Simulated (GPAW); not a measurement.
Runs of GPAW 26.7.0 on Mo. The cell holds a slab with vacuum, 9 atoms: a = 2.721 Å, b = 4.443 Å, c = 25.262 Å, α = 90.00°, β = 90.00°, γ = 90.00°. The slab is cut from a database's or a generator's crystal, which needn't be the stable form of the element.

```csv
task,level,potentials or basis,cell,series job,gap on the mesh (eV),largest force (eV/Å),work function (eV)
single point,RPBE,"the program's PAW data sets (release 1.2.1) made for this functional, pw","the (2 1 1) slab of Mo, cut from the database cell, not relaxed",-,none,1.27,3.93
single point,PBEsol,"PAW data sets generated in the run's folder for this functional, pw","the (2 1 1) slab of Mo, cut from the database cell, not relaxed",-,none,1.94,4.19
single point,PBE,"GPAW PAW data sets (gpaw-data 1.2.1), pw","the (2 1 1) slab of Mo, cut from the database cell, not relaxed",-,none,(b),4.09
single point,r2SCAN,"GPAW PAW data sets (gpaw-data 1.2.1), pw","the (2 1 1) slab of Mo, cut from the database cell, not relaxed",-,none,1.66,4.09
single point,revPBE,"the program's PAW data sets (release 1.2.1) made for this functional, pw","the (2 1 1) slab of Mo, cut from the database cell, not relaxed",-,none,1.34,3.95
single point,vdW-DF-cx,"GPAW PAW data sets (gpaw-data 1.2.1), pw","the (2 1 1) slab of Mo, cut from the database cell, not relaxed",-,none,1.62,(a)
single point,LDA,"the program's PAW data sets (release 1.2.1) made for this functional, pw","the (2 1 1) slab of Mo, cut from the database cell, not relaxed",-,none,2.23,4.40
```

Alike in all rows: no spin polarisation; k mesh 10 × 6 × 1; cutoff (eV) 450; smearing fermi-dirac 0.05 eV.

**Question.** Estimate the missing entries.

**Answer.** (a) 4.29; (b) 1.50.

Caveats: the PAW data sets were made with another functional, which shifts forces and pressure a little (some runs).

A k mesh can miss the band edges, and the runs leave out spin-orbit coupling on Mo.

A gap of «none» marks a metal or a gap under the smearing width.
